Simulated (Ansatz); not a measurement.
# H₆OSSi₂: how energies converge with the basis set

An exercise on one series of results from a longer session: the logs are not shown, and one member is left open.

The runs use Ansatz 0.2.0, Gaussian basis; one geometry, several basis sets.

Levels to be run: PBE0-D4/def2-SVP; ωB97M-V/def2-SVP; PBE0-D4/def2-QZVPP; ωB97M-V/def2-QZVPP; the functionals' def2-TZVPP values are taken from earlier runs.

## The relaxed structure

The geometry comes from an earlier relaxation with PBE0-D4 in a triple-zeta def2 set; it is a stationary point, not always the lowest conformer.

SMILES `O[SiH]([SiH3])S`, 10 atoms, charge 0, spin multiplicity 1.

Atoms are counted from 1 here; the program's logs count them from 0.

Bond lengths: O1–Si2 1.647 Å, O1–H5 0.959 Å, Si2–Si3 2.335 Å, Si2–S4 2.148 Å, Si2–H6 1.489 Å, Si3–H7 1.487 Å, Si3–H8 1.487 Å, Si3–H9 1.487 Å, S4–H10 1.343 Å. Angles: Si2–O1–H5 117.6°, O1–Si2–Si3 106.3°, O1–Si2–S4 112.8°, O1–Si2–H6 111.1°, Si3–Si2–S4 108.2°, Si3–Si2–H6 113.2°, S4–Si2–H6 105.3°, Si2–Si3–H7 108.9°, Si2–Si3–H8 109.5°, Si2–Si3–H9 111.0°, H7–Si3–H8 109.1°, H7–Si3–H9 109.1°, H8–Si3–H9 109.2°, Si2–S4–H10 94.5°.

As a file:

| atom | x (Å) | y (Å) | z (Å) |
| --- | --- | --- | --- |
| O1 | -1.8217 | 0.5701 | -0.1893 |
| Si2 | -0.1790 | 0.5982 | -0.0691 |
| Si3 | 0.4443 | -1.4424 | 0.8799 |
| S4 | 0.7913 | 0.7736 | -1.9774 |
| H5 | -2.2383 | 1.2342 | -0.7423 |
| H6 | 0.2814 | 1.7764 | 0.7165 |
| H7 | 1.8842 | -1.3841 | 1.2466 |
| H8 | 0.2392 | -2.5332 | -0.1099 |
| H9 | -0.3577 | -1.7309 | 2.0982 |
| H10 | 1.0395 | 2.0869 | -1.8502 |

Set-up of the first run:

in.yaml reads:

```yaml
crystal:
  periodic: [false, false, false]
  atoms:
    - {symbol: O, position_ang: [-1.821655, 0.570137, -0.189287]}
    - {symbol: Si, position_ang: [-0.178996, 0.598202, -0.069109]}
    - {symbol: Si, position_ang: [0.444342, -1.442392, 0.879874]}
    - {symbol: S, position_ang: [0.791284, 0.773583, -1.977393]}
    - {symbol: H, position_ang: [-2.238278, 1.234199, -0.742270]}
    - {symbol: H, position_ang: [0.281428, 1.776429, 0.716469]}
    - {symbol: H, position_ang: [1.884193, -1.384081, 1.246572]}
    - {symbol: H, position_ang: [0.239177, -2.533161, -0.109935]}
    - {symbol: H, position_ang: [-0.357748, -1.730866, 2.098236]}
    - {symbol: H, position_ang: [1.039455, 2.086851, -1.850157]}
basis:
  gaussian: {orbitals: def2-SVP}
hamiltonian: {xc: pbe0, dispersion: d4}
output: {orbitals: {seedname: orbitals}}
```

Among the steps run: PBE0-D4 in def2-SVP; ωB97M-V in def2-SVP; PBE0-D4 in def2-QZVPP; ωB97M-V in def2-QZVPP.

One of the session's tables, all rows but one given; the rest of the session is left out.

It belongs to the step «Density functionals: the series». 

| functional | basis | HOMO (eV) | LUMO (eV) |
| --- | --- | --- | --- |
| PBE0-D4 | def2-SVP | -7.49 | 0.06 |
| PBE0-D4 | def2-TZVPP | -7.61 | -0.33 |
| PBE0-D4 | def2-QZVPP | -7.64 | -0.49 |
| ωB97M-V | def2-SVP | -9.61 | 1.95 |
| ωB97M-V | def2-TZVPP | -9.77 | 1.39 |
| ωB97M-V | def2-QZVPP | ? | ? |

**Question.** Estimate the row for ωB97M-V, def2-QZVPP.

As computed: HOMO (eV): -9.81; LUMO (eV): 1.01. In the column «HOMO (eV)» it is the lowest.
